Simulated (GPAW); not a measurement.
# VSi2 (P6_222) in GPAW: a series of runs

One crystal, VSi2, is run at these levels: LDA, PBE; tasks: band structure.

All numbers are computed with GPAW 26.7.0; they aren't measurements. Logs are shortened: lines on timing, memory, paths and dates and some standing lists are left out, and cuts for length are marked. The log counts tension as positive stress, the text compression.

### Step 1. Starting point

The structure is hexagonal, space group P6_222 (No. 180). The conventional cell has a = 4.535 Å, b = 4.535 Å, c = 6.319 Å, α = 90.00°, β = 90.00°, γ = 120.00°. Around V (site symmetry 222) lie 10 Si at 2.49 to 2.65 Å. Around Si (site symmetry 2) lie 5 Si at 2.46 to 2.65 Å and 5 V at 2.49 to 2.65 Å.

The cell comes from a database or a generator and needn't be the stable form of this composition.

### Step 2. Band structure, LDA, collinear spin, ferromagnetic start

run.py

```python
from ase import Atoms
from ase.dft.bandgap import bandgap
from ase.io import write
from ase.units import GPa
from gpaw import GPAW, PW

atoms = Atoms(['V', 'V', 'V', 'Si', 'Si', 'Si', 'Si', 'Si', 'Si'],
              cell=[[4.5347995798, 0.0, 0.0],
                    [-2.2673997899, 3.9272516372, 0.0],
                    [0.0, 0.0, 6.31890063]],
              scaled_positions=[[0.5, 0.0, 0.5],
                                [0.5, 0.5, 0.8333333333],
                                [0.0, 0.5, 0.1666666667],
                                [0.32498645, 0.162493225, 0.1666666667],
                                [0.837506775, 0.162493225, 0.8333333333],
                                [0.162493225, 0.32498645, 0.5],
                                [0.67501355, 0.837506775, 0.1666666667],
                                [0.162493225, 0.837506775, 0.8333333333],
                                [0.837506775, 0.67501355, 0.5]],
              pbc=True)
atoms.set_initial_magnetic_moments([2.0, 2.0, 2.0, 0.0, 0.0, 0.0, 0.0, 0.0, 0.0])

calc = GPAW(mode=PW(600),
            xc='LDA',
            kpts={'size': (5, 5, 3), 'gamma': True},
            occupations={'name': 'fermi-dirac', 'width': 0.05},
            nbands=57,
            convergence={'density': 1e-05, 'energy': 1e-05},
            maxiter=150,
            txt='gpaw.txt')
atoms.calc = calc
energy = atoms.get_potential_energy()
forces = atoms.get_forces()
stress = atoms.get_stress()
calc.write('gs.gpw')
write('result.traj', atoms)
print(f'Energy: {energy:.6f} eV')
print('Forces (eV/A):')
print(forces.round(4))
print('Stress (GPa):', (stress / GPa).round(3))
print('Moments:', calc.get_magnetic_moments().round(3))
print('Fermi level:', round(calc.get_fermi_level(), 4), 'eV')
print(f'Gap: {bandgap(calc)[0]:.4f} eV, direct: {bandgap(calc, direct=True)[0]:.4f} eV')

path = atoms.cell.bandpath('GMKGALHA,LM,KH', npoints=60, eps=1e-4)
bs_calc = calc.fixed_density(kpts=path, symmetry='off', nbands=83,
                             convergence={'bands': 'CBM+6.0', 'eigenstates': 1e-6}, txt='bands.txt')
bs = bs_calc.band_structure()
bs.write('bs.json')
print(f'Gap on the path: {bandgap(bs_calc)[0]:.4f} eV')
```

Potentials or basis: the program's PAW data sets (release 1.2.1) made for this functional, pw.

Launch:

```bash
OMP_NUM_THREADS=1 python run.py
```

gpaw.txt:

```text
__  _  _
 | _ |_)|_||  |
 |__||  | ||/\| - 26.7.0

Input parameters:
  mode=PW(ecut=600.0),
  convergence={'density': 1e-05, 'energy': 1e-05},
  kpts=MonkhorstPack(size=(5, 5, 3), gamma=True),
  maxiter=150,
  nbands=57,
  occupations=Occupations(name='fermi-dirac', width=0.05),
  xc=XC(name='LDA')

Diagonalizing LCAO Hamiltonian
Converting LCAO to pw mode

         Si   V
                   Si
                 Si
           Si
               V
        V     Si
             Si

Atoms  # Å, Bohr magnetons
|   | symbol |         x |        y |        z |    initial magnetic moments |
|---|--------|-----------|----------|----------|-----------------------------|
| 0 |      V |  2.267400 | 0.000000 | 3.159450 | ( 0.0000,  0.0000,  2.0000) |
| 1 |      V |  1.133700 | 1.963626 | 5.265751 | ( 0.0000,  0.0000,  2.0000) |
| 2 |      V | -1.133700 | 1.963626 | 1.053150 | ( 0.0000,  0.0000,  2.0000) |
| 3 |     Si |  1.105311 | 0.638152 | 1.053150 | ( 0.0000,  0.0000,  0.0000) |
| 4 |     Si |  3.429488 | 0.638152 | 5.265751 | ( 0.0000,  0.0000,  0.0000) |
| 5 |     Si |  0.000000 | 1.276304 | 3.159450 | ( 0.0000,  0.0000,  0.0000) |
| 6 |     Si |  1.162088 | 3.289100 | 1.053150 | ( 0.0000,  0.0000,  0.0000) |
| 7 |     Si | -1.162088 | 3.289100 | 5.265751 | ( 0.0000,  0.0000,  0.0000) |
| 8 |     Si |  2.267400 | 2.650948 | 3.159450 | ( 0.0000,  0.0000,  0.0000) |

Unit cell  # Å
| periodic |         x |        y |        z |  lengths |     angles |
|----------|-----------|----------|----------|----------|------------|
|      yes |  4.534800 | 0.000000 | 0.000000 | 4.534800 |  90.000000 |
|      yes | -2.267400 | 3.927252 | 0.000000 | 4.534800 |  90.000000 |
|      yes |  0.000000 | 0.000000 | 6.318901 | 6.318901 | 120.000000 |

Number of symmetries: 4
Symmetry operations  # r_c * U_cc + t_c -> r_c
|   | kind |            matrix            |
|---|------|------------------------------|
| 0 |  E   |  1, 0, 0,  0, 1, 0,  0, 0, 1 |
| 1 |  C2  |  1, 0, 0, -1,-1, 0,  0, 0,-1 |
| 2 |  C2  | -1, 0, 0,  1, 1, 0,  0, 0,-1 |
| 3 |  C2  | -1, 0, 0,  0,-1, 0,  0, 0, 1 |

BZ-sampling:
  Number of BZ points: 75
  Number of IBZ points: 18

  Monkhorst-Pack size: [5, 5, 3]
  Monkhorst-Pack shift: [0, 0, 0]

K-points  # in reciprocal-cell coordinates
|     |                                coordinates |     weight |
|-----|--------------------------------------------|------------|
|   0 | (  0.00000000,   0.00000000,   0.00000000) | 0.01333333 |
|   1 | (  0.00000000,   0.00000000,   0.33333333) | 0.02666667 |
|   2 | (  0.00000000,   0.20000000,   0.00000000) | 0.02666667 |
|   3 | (  0.00000000,   0.20000000,   0.33333333) | 0.05333333 |
|   4 | (  0.00000000,   0.40000000,   0.00000000) | 0.02666667 |
|   5 | (  0.00000000,   0.40000000,   0.33333333) | 0.05333333 |
|   6 | (  0.20000000,   0.00000000,   0.00000000) | 0.05333333 |
|   7 | (  0.20000000,   0.00000000,   0.33333333) | 0.10666667 |
|   8 | (  0.20000000,   0.20000000,   0.00000000) | 0.05333333 |
|   9 | (  0.20000000,   0.20000000,   0.33333333) | 0.10666667 |
| ... |                                            |            |
|  17 | (  0.40000000,   0.40000000,   0.33333333) | 0.10666667 |
[... 86 lines left out ...]
  SVD Regularization: 0.005
  Good broyden scale: 1.0
  Trust region scale: 1.0
  Backstep threshold: 4.0
  History deletion threshold: 6.0
  Fourier metric: weight=20.0, sigma=0.015

occupation numbers:
  Fermi-Dirac:
    width: 0.0500  # eV

poisson solver:
  ecut: 4800.0  # eV

xc functional:
  name: None

convergence criteria:
- Maximum integral of absolute [dens]ity change: 1e-05 electrons / valence electron
- Maximum [total energy] change in last 3 cyles: 1e-05 eV / valence electron
- Maximum integral of absolute [eigenst]ate change: 4e-08 eV^2 / valence electron
maximum number of iterations: 150

SCF iterations
|iter     | |      energy | eigst |  dens |  magmom |
|---------|-|-------------|-------|-------|---------|
|iter:   1| |  -68.162194 | +0.81 |       |  +6.0175|
|iter:   2| |  -68.794005 | -0.85 | -0.93 |  +5.8193|
|iter:   3| |  -75.042216 | -0.59 | -0.93 |  +2.8063|
|iter:   4| |  -69.626132 | -0.61 | -0.84 |  +3.3841|
|iter:   5| |  -69.254349 | -1.55 | -1.11 |  +1.7740|
|iter:   6| |  -69.317024 | -2.76 | -1.78 |  +0.8724|
|iter:   7| |  -69.467353 | -2.70 | -2.01 |  +0.4586|
|iter:   8| |  -69.328276 | -2.77 | -1.68 |  +0.5076|
|iter:   9| |  -69.331554 | -3.83 | -2.16 |  +0.2710|
|iter:  10| |  -69.332995 | -3.94 | -2.46 |  +0.0715|
|iter:  11| |  -69.333020 | -5.37 | -3.04 |  +0.0515|
|iter:  12| |  -69.333040c| -6.00 | -3.46 |  +0.0214|
|iter:  13| |  -69.333045c| -6.70 | -3.79 |  +0.0078|
|iter:  14| |  -69.333046c| -7.18 | -4.10 |  +0.0018|
|iter:  15| |  -69.333046c| -7.71c| -4.53 |  -0.0004|
|iter:  16| |  -69.333046c| -7.84c| -5.08c|  -0.0001|

Converged in 16 steps
Energy contributions relative to reference atoms: (reference = -124455.084602)

Energy contributions:
  Kinetic:          37.077372
  Coulomb:         -23.674417
  Zero:              0.239873
  External:          0.000000
  Xc:              -82.948082
  Entropy:          -0.055585
  Spinorbit:         0.000000
  ----------------------------
  Free energy:     -69.360839
  Extrapolated:    -69.333046

dipole moment: (-5.485903, -9.501867, -0.000026)  # |e|*Ang

Total magnetic moment: (0.000000, 0.000000, -0.000111)

Local magnetic moments
|        x |        y |         z |
|----------|----------|-----------|
| 0.000000 | 0.000000 | -0.000024 |  # V    0
| 0.000000 | 0.000000 | -0.000052 |  # V    1
| 0.000000 | 0.000000 | -0.000052 |  # V    2
| 0.000000 | 0.000000 |  0.000004 |  # Si   3
| 0.000000 | 0.000000 |  0.000004 |  # Si   4
| 0.000000 | 0.000000 |  0.000004 |  # Si   5
| 0.000000 | 0.000000 |  0.000004 |  # Si   6
| 0.000000 | 0.000000 |  0.000004 |  # Si   7
| 0.000000 | 0.000000 |  0.000004 |  # Si   8

Fermi level: 10.612
Eigenvalues  # (at kpt = [0.000, 0.000, 0.000])
| band index |      eig [eV] | occ [0-1] |      eig [eV] | occ [0-1] |
|------------|---------------|-----------|---------------|-----------|
|          0 |       -52.658 |     1.000 |       -52.658 |     1.000 |
|        ... |               |           |               |           |
|         24 |         8.401 |     1.000 |         8.401 |     1.000 |
|         25 |         8.473 |     1.000 |         8.473 |     1.000 |
|         26 |         8.473 |     1.000 |         8.473 |     1.000 |
|         27 |         8.498 |     1.000 |         8.498 |     1.000 |
|         28 |         8.498 |     1.000 |         8.498 |     1.000 |
|         29 |         8.814 |     1.000 |         8.814 |     1.000 |
[... 8 lines left out ...]
|         38 |        13.505 |     0.000 |        13.505 |     0.000 |
|         39 |        13.786 |     0.000 |        13.786 |     0.000 |
|        ... |               |           |               |           |
|         56 |        22.574 |     0.000 |        22.574 |     0.000 |

No gap
No difference between direct/indirect transitions

Forces  # eV/Ang
|        x |        y |        z |
|----------|----------|----------|
|  0.00000 |  0.00000 |  0.00000 |  # V    0
|  0.00000 |  0.00000 |  0.00007 |  # V    1
| -0.00000 |  0.00000 | -0.00007 |  # V    2
|  0.07428 |  0.04288 | -0.00003 |  # Si   3
| -0.07428 |  0.04288 |  0.00003 |  # Si   4
|  0.00000 |  0.08577 |  0.00000 |  # Si   5
| -0.07428 | -0.04288 | -0.00003 |  # Si   6
|  0.07428 | -0.04288 |  0.00003 |  # Si   7
|  0.00000 | -0.08577 |  0.00000 |  # Si   8

Stress tensor  # eV/Ang^3
|        x |        y |        z |
|----------|----------|----------|
| 0.022141 | 0.000000 | 0.000000 |
| 0.000000 | 0.022140 | 0.000000 |
| 0.000000 | 0.000000 | 0.022448 |

# Writing to gs.gpw (mode='')
```

Wall time 12 min (1 thread of Arm Neoverse V1, shared host); peak memory 1.1 GiB.

Results:

* Free energy: -69.3608 eV
* Pressure: -3.6 GPa
* Largest force: 0.086 eV/Å
* Band gap along the path: none (metal or under the smearing width)
* Net moment: 0.00 μB per cell

Forces on the atoms (eV/Å):
```
V    0.000  0.000  0.000
V    0.000  0.000  0.000
V    0.000  0.000  0.000
Si   0.074  0.043  0.000
Si  -0.074  0.043  0.000
Si   0.000  0.086  0.000
Si  -0.074 -0.043  0.000
Si   0.074 -0.043  0.000
Si   0.000 -0.086  0.000
```

Levels at the corners of the path, in eV from the Fermi level:
Spin up:
```
point  band 28  band 29  band 30  band 31  band 32  band 33  band 34  band 35
    Γ    -2.11    -2.11    -1.80    -1.80    -1.66     0.38     2.14     2.49
    M    -1.39    -0.70    -0.57    -0.11     0.06     0.44     1.06     1.43
    K    -1.31    -1.31    -1.18     0.17     0.17     0.31     1.40     1.58
    Γ    -2.11    -2.11    -1.80    -1.80    -1.66     0.38     2.14     2.49
    A    -1.94    -1.84    -1.84    -1.59     0.57     0.57     2.15     2.52
    L    -1.44    -1.41    -1.27    -0.45    -0.05     0.86     1.30     1.77
    H    -1.97    -0.44    -0.44    -0.08    -0.08     0.55     1.33     1.86
    A    -1.94    -1.84    -1.84    -1.59     0.57     0.57     2.15     2.52
    L    -1.44    -1.41    -1.27    -0.45    -0.05     0.86     1.30     1.77
    M    -1.39    -0.70    -0.57    -0.11     0.06     0.44     1.06     1.43
    K    -1.31    -1.31    -1.18     0.17     0.17     0.31     1.40     1.58
    H    -1.97    -0.44    -0.44    -0.08    -0.08     0.55     1.33     1.86
```
Spin down:
| point | band 27 | band 28 | band 29 | band 30 | band 31 | band 32 | band 33 | band 34 | band 35 | band 36 |
| --- | --- | --- | --- | --- | --- | --- | --- | --- | --- | --- |
| Γ | -2.14 | -2.11 | -2.11 | -1.80 | -1.80 | -1.66 | 0.38 | 2.14 | 2.49 | 2.49 |
| M | -1.59 | -1.39 | -0.70 | -0.57 | -0.11 | 0.06 | 0.44 | 1.06 | 1.43 | 1.50 |
| K | -1.36 | -1.31 | -1.31 | -1.18 | 0.17 | 0.17 | 0.31 | 1.40 | 1.58 | 1.58 |
| Γ | -2.14 | -2.11 | -2.11 | -1.80 | -1.80 | -1.66 | 0.38 | 2.14 | 2.49 | 2.49 |
| A | -1.94 | -1.94 | -1.84 | -1.84 | -1.59 | 0.57 | 0.57 | 2.15 | 2.52 | 2.58 |
| L | -1.60 | -1.44 | -1.41 | -1.27 | -0.45 | -0.05 | 0.86 | 1.30 | 1.77 | 1.82 |
| H | -2.05 | -1.97 | -0.44 | -0.44 | -0.08 | -0.08 | 0.55 | 1.33 | 1.86 | 1.86 |
| A | -1.94 | -1.94 | -1.84 | -1.84 | -1.59 | 0.57 | 0.57 | 2.15 | 2.52 | 2.58 |
| L | -1.60 | -1.44 | -1.41 | -1.27 | -0.45 | -0.05 | 0.86 | 1.30 | 1.77 | 1.82 |
| M | -1.59 | -1.39 | -0.70 | -0.57 | -0.11 | 0.06 | 0.44 | 1.06 | 1.43 | 1.50 |
| K | -1.36 | -1.31 | -1.31 | -1.18 | 0.17 | 0.17 | 0.31 | 1.40 | 1.58 | 1.58 |
| H | -2.05 | -1.97 | -0.44 | -0.44 | -0.08 | -0.08 | 0.55 | 1.33 | 1.86 | 1.86 |

### Step 3. Band structure, PBE, collinear spin, ferromagnetic start

run.py, as its differences from that of step 2:

```diff
@@ -23,3 +23,3 @@
 calc = GPAW(mode=PW(600),
-            xc='LDA',
+            xc='PBE',
             kpts={'size': (5, 5, 3), 'gamma': True},
```

Potentials or basis: GPAW PAW data sets (gpaw-data 1.2.1), pw.

Launch:

```bash
OMP_NUM_THREADS=1 python run.py
```

Wall time 14 min (1 thread of Arm Neoverse V1, shared host); peak memory 1.1 GiB.

It converged, with:

| Quantity | Value |
| --- | --- |
| Free energy | -62.1388 eV |
| Pressure | 5.3 GPa |
| Largest force | 0.054 eV/Å |
| Band gap along the path | none (metal or under the smearing width) |
| Net moment | 0.00 μB per cell |

Forces on the atoms (eV/Å):
```
V    0.000  0.000  0.000
V    0.000  0.000  0.000
V    0.000  0.000  0.000
Si   0.047  0.027  0.000
Si  -0.047  0.027  0.000
Si   0.000  0.054  0.000
Si  -0.047 -0.027  0.000
Si   0.047 -0.027  0.000
Si   0.000 -0.054  0.000
```

Stress tensor (GPa, compression positive):
```
5.06 0.00 0.00
0.00 5.06 0.00
0.00 0.00 5.89
```

Levels at the corners of the path, in eV from the Fermi level:
Spin up:
```csv
point,band 28,band 29,band 30,band 31,band 32,band 33,band 34,band 35
Γ,-2.14,-2.14,-1.82,-1.82,-1.73,0.39,2.15,2.49
M,-1.40,-0.70,-0.57,-0.11,0.05,0.44,1.07,1.45
K,-1.32,-1.32,-1.18,0.16,0.16,0.31,1.41,1.58
Γ,-2.14,-2.14,-1.82,-1.82,-1.73,0.39,2.15,2.49
A,-1.99,-1.88,-1.88,-1.59,0.58,0.58,2.15,2.54
L,-1.44,-1.41,-1.28,-0.45,-0.05,0.86,1.31,1.78
H,-2.01,-0.45,-0.45,-0.08,-0.08,0.56,1.34,1.86
A,-1.99,-1.88,-1.88,-1.59,0.58,0.58,2.15,2.54
L,-1.44,-1.41,-1.28,-0.45,-0.05,0.86,1.31,1.78
M,-1.40,-0.70,-0.57,-0.11,0.05,0.44,1.07,1.45
K,-1.32,-1.32,-1.18,0.16,0.16,0.31,1.41,1.58
H,-2.01,-0.45,-0.45,-0.08,-0.08,0.56,1.34,1.86
```
Spin down:
| point | band 27 | band 28 | band 29 | band 30 | band 31 | band 32 | band 33 | band 34 | band 35 | band 36 |
| --- | --- | --- | --- | --- | --- | --- | --- | --- | --- | --- |
| Γ | -2.18 | -2.14 | -2.14 | -1.82 | -1.82 | -1.73 | 0.39 | 2.15 | 2.49 | 2.49 |
| M | -1.60 | -1.40 | -0.70 | -0.57 | -0.11 | 0.05 | 0.44 | 1.07 | 1.45 | 1.51 |
| K | -1.38 | -1.32 | -1.32 | -1.18 | 0.16 | 0.16 | 0.31 | 1.41 | 1.58 | 1.58 |
| Γ | -2.18 | -2.14 | -2.14 | -1.82 | -1.82 | -1.73 | 0.39 | 2.15 | 2.49 | 2.49 |
| A | -1.99 | -1.99 | -1.88 | -1.88 | -1.59 | 0.58 | 0.58 | 2.15 | 2.54 | 2.57 |
| L | -1.63 | -1.44 | -1.41 | -1.28 | -0.45 | -0.05 | 0.86 | 1.31 | 1.78 | 1.83 |
| H | -2.08 | -2.01 | -0.45 | -0.45 | -0.08 | -0.08 | 0.56 | 1.34 | 1.86 | 1.86 |
| A | -1.99 | -1.99 | -1.88 | -1.88 | -1.59 | 0.58 | 0.58 | 2.15 | 2.54 | 2.57 |
| L | -1.63 | -1.44 | -1.41 | -1.28 | -0.45 | -0.05 | 0.86 | 1.31 | 1.78 | 1.83 |
| M | -1.60 | -1.40 | -0.70 | -0.57 | -0.11 | 0.05 | 0.44 | 1.07 | 1.45 | 1.51 |
| K | -1.38 | -1.32 | -1.32 | -1.18 | 0.16 | 0.16 | 0.31 | 1.41 | 1.58 | 1.58 |
| H | -2.08 | -2.01 | -0.45 | -0.45 | -0.08 | -0.08 | 0.56 | 1.34 | 1.86 | 1.86 |
